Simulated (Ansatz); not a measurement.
# CaCdF4: the band gap up the ladder of functionals

The task here is to estimate one member of a computed series from the others.

Code: Ansatz 0.2.0. PAW datasets, plane waves. Simulation only: spin-unpolarised, and no claim that this is the phase found in nature.

## Starting point

The cell was relaxed beforehand with r2SCAN.

The symmetry is R-3m (No. 166, trigonal); conventional cell a = 3.824 Å, c = 18.799 Å, 13.23 Å³ an atom. Near Cd stand 8 F at 2.34 Å; near F stand 1 Cd at 2.34 Å and 3 Ca at 2.35 Å; near F stand 3 Cd at 2.34 Å and 1 Ca at 2.36 Å; near Ca stand 8 F at 2.35–2.36 Å.

As a file:

```xyz
6
Lattice="1.9120 1.1039 6.2664 -1.9120 1.1039 6.2664 0.0000 -2.2078 6.2664" Properties=species:S:1:pos:R:3 pbc="T T T"
Cd    0.0000    0.0000    0.0000
F     0.0000    0.0000    2.3401
F     0.0000    0.0000    7.0430
Ca    0.0000    0.0000    9.3996
F     0.0000    0.0000   11.7563
F     0.0000    0.0000   16.4592
```

The first run:

Input file input.yaml:

```yaml
crystal:
  lattice:
    - [1.9120005209, 1.1038940137, 6.2664304147]
    - [-1.9120005209, 1.1038940137, 6.2664304147]
    - [0.0, -2.2077880326, 6.2664304138]
  atoms:
    - { symbol: Cd, position: [0.0, 0.0, 0.0] }
    - { symbol: F, position: [0.1244780409, 0.1244780409, 0.1244780409] }
    - { symbol: F, position: [0.3746415348, 0.3746415348, 0.3746415348] }
    - { symbol: Ca, position: [0.5, 0.5, 0.5] }
    - { symbol: F, position: [0.6253584652, 0.6253584652, 0.6253584652] }
    - { symbol: F, position: [0.8755219591, 0.8755219591, 0.8755219591] }
kpoints:
  mp_grid: { grid: [8, 8, 8] }
  band_path:
    path:
      - [[0.0, 0.0, 0.0], [0.5, 0.5, 0.5], [0.8126451166659, 0.1873548833341, 0.5]]
      - [[0.5, -0.1873548833341, 0.1873548833341], [0.5, -1.067078771698e-16, -8.623417370974e-17], [0.0, 0.0, 0.0], [0.343677441667, -0.343677441667, -8.596635450183e-18]]
      - [[0.656322558333, -6.267298201975e-17, 0.343677441667], [0.5, -2.96024048185e-18, 0.5], [0.0, 0.0, 0.0]]
    npoints: 10
hamiltonian:
  xc: pbe
scf:
  occupations: { method: fermi_dirac, width: 0.02 }
  n_extra_bands: 5
output:
  forces: true
  stress: true
  eigenvalues: true
  write_density: true
  write_potential: true
  elf: true
  volumetric_format: npy
```

On the command line:

```bash
$ ansatz run input.yaml --threads 4 --pin off --max-ram 6451MiB --backend cpu --events-out ev --progress --plain --runs-dir out
```

Steps of the session up to this table: Band structure with PBE; r2SCAN at the same geometry; HSE06; PBE+SOC at the same geometry; PBE0 at the same geometry.

One table of the session follows, with a row left open; its other results are not shown here.

| level | gap (eV) |
| --- | --- |
| PBE | 4.49 |
| r2SCAN | ? |
| HSE06 | 6.59 |
| PBE+SOC | 4.48 |
| PBE0 | 7.36 |

Q: Estimate the row for r2SCAN from the others.

**Answer.** gap (eV): 5.17. In the column «gap (eV)» it lies between PBE (4.49) and HSE06 (6.59).

Meshes: PBE 8×8×8, r2SCAN 8×8×8, HSE06 4×4×4, PBE+SOC 8×8×8, PBE0 4×4×4

What this shows: The gap runs from 4.48 eV (PBE+SOC) to 7.36 eV (PBE0). PBE reaches 68 % of the HSE06 value, and r2SCAN 78 %. PBE0 lies 0.76 eV above HSE06, which differs from it by screening the long-range exchange.

Caveats from the session: Warnings in the runs' records: stress exchange threshold loose, stress scf threshold loose.
